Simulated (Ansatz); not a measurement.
# SnF₄, space group I4/mmm: a charge-density difference against the sublattices

Computed with Ansatz 0.2.0 through its Python package.

The cells in order, each with its output:

```python
import ansatz as az
import numpy as np
```

```python
FUNCTIONAL = "lda"
OCCUPATIONS = "cold"
CUTOFF_EV = 460
MESH = (8, 8, 8)
```

```python
vectors0 = np.array([
    [-2.025, 2.025, 3.965],
    [2.025, -2.025, 3.965],
    [2.025, 2.025, -3.965],
])
sites = [
    ("Sn", [0.0, 0.0, 0.0]),
    ("F", [0.237, 0.237, 0.0]),
    ("F", [0.763, 0.763, 0.0]),
    ("F", [0.5, 0.0, 0.5]),
    ("F", [0.0, 0.5, 0.5]),
]
```

```python
def build(cell):
    crystal = az.Crystal(lattice=az.Lattice.of(cell))
    for symbol, position in sites:
        crystal = crystal.atom(symbol, position)
    return crystal

def solve(crystal):
    return (
        crystal.calculation()
        .functional(FUNCTIONAL)
        .occupations(OCCUPATIONS, width=50 * az.meV)
        .basis(CUTOFF_EV, grid_basis="typed")
        .kpoints(*MESH)
        .density()
        .run(threads=1)
    )
```

```python
whole = solve(build(vectors0))
difference = whole.density().channels[0].density_e_per_ang3.copy()
binding = whole.report["free_energy_ev"]
for element in ["Sn", "F"]:
    part = az.Crystal(lattice=az.Lattice.of(vectors0))
    for symbol, position in sites:
        if symbol == element:
            part = part.atom(symbol, position)
    alone = solve(part)
    difference -= alone.density().channels[0].density_e_per_ang3
    binding -= alone.report["free_energy_ev"]
    print(f"{element} sublattice: {alone.report['n_electrons']:g} electrons, {alone.report['n_iterations']} iterations")
```

    Sn sublattice: 14 electrons, 6 iterations
    F sublattice: 28 electrons, 10 iterations

```python
voxel = abs(np.linalg.det(vectors0)) / difference.size
print(f"energy of the crystal less its unpolarised sublattices: {binding / len(sites):.4f} eV/atom")
print(f"net charge of the difference {difference.sum() * voxel:.5f} e, charge rearranged {0.5 * np.abs(difference).sum() * voxel:.3f} e")
print(f"extremes {difference.min():.4f} and {difference.max():.4f} e/A^3")
for (symbol, position) in sites:
    index = tuple(int(round(p * n)) % n for p, n in zip(position, difference.shape))
    print(f"  change of the pseudo-density at the grid point nearest {symbol}: {difference[index]:+.4f} e/A^3")
```

    energy of the crystal less its unpolarised sublattices: -4.0450 eV/atom
    net charge of the difference -0.00000 e, charge rearranged 1.306 e
    extremes -0.6167 and 0.5828 e/A^3
      change of the pseudo-density at the grid point nearest Sn: +0.5828 e/A^3
      change of the pseudo-density at the grid point nearest F: +0.1299 e/A^3
      change of the pseudo-density at the grid point nearest F: +0.1299 e/A^3
      change of the pseudo-density at the grid point nearest F: +0.1253 e/A^3
      change of the pseudo-density at the grid point nearest F: +0.1253 e/A^3

What to keep in mind:
- Densities and potentials on the grid are those of the valence electrons, and inside the cores they hang on the potentials used.
- The structure is a deposited one; some such entries were measured under pressure or heat, so a shift against it needn't be the functional's error alone.
- Charge moved counts every rearrangement, bonding and polarisation too, and is no transfer between atoms; the bare sublattices are artificial references. Values near the nuclei depend on the potentials.
- Run time: 13 s on 1 thread of Arm Neoverse V1, on a shared host, peak memory 0.43 GiB.
